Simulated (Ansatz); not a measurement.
Crystal: SbPb.

```
Pb Sb
1.0
     0.00000    3.16124    3.16124
     3.16124    0.00000    3.16124
     3.16124    3.16124    0.00000
Pb Sb
1 1
Direct
  0.00000 0.00000 0.00000
  0.50000 0.50000 0.50000
```

The cell comes from a database or a generator and needn't be the stable form of this composition.

```yaml
Program: Ansatz 0.2.0
Task: relaxation of cell and atoms
Functional: PBE
Potentials_or_basis: Ansatz PAW
Cutoff: "420 eV (not typed: the program's choice for these potentials)"
k_mesh: 7 × 7 × 7
Occupations: fermi-dirac, width 0.05 eV
Spin: no spin polarisation
```

At the start: volume 31.59 Å³/atom.

Q: How do energy, volume and symmetry change on relaxing?

A: It ends after 4 steps and the volume is 32.56 Å³/atom (+3.1 %); space group Fm-3m (No. 225, to 0.05 Å).

Step by step:
```
step  energy change (eV)  largest force (eV/Å)  volume (Å³)
   1              0.0000                0.0000        63.18
   2             -0.0066                0.0000        65.70
   3             -0.0074                0.0000        65.11
   4             -0.0077                0.0000        65.11
```

Final structure:
```yaml
crystal:
  lattice:
    - [0.00000, 3.19309, 3.19309]
    - [3.19309, 0.00000, 3.19309]
    - [3.19309, 3.19309, 0.00000]
  atoms:
    - { symbol: Pb, position: [0.00000, 0.00000, 0.00000] }
    - { symbol: Sb, position: [0.50000, 0.50000, 0.50000] }
```

Caveat: the plane-wave basis is chosen anew once the cell has moved, so the energies of steps on either side of that aren't comparable.
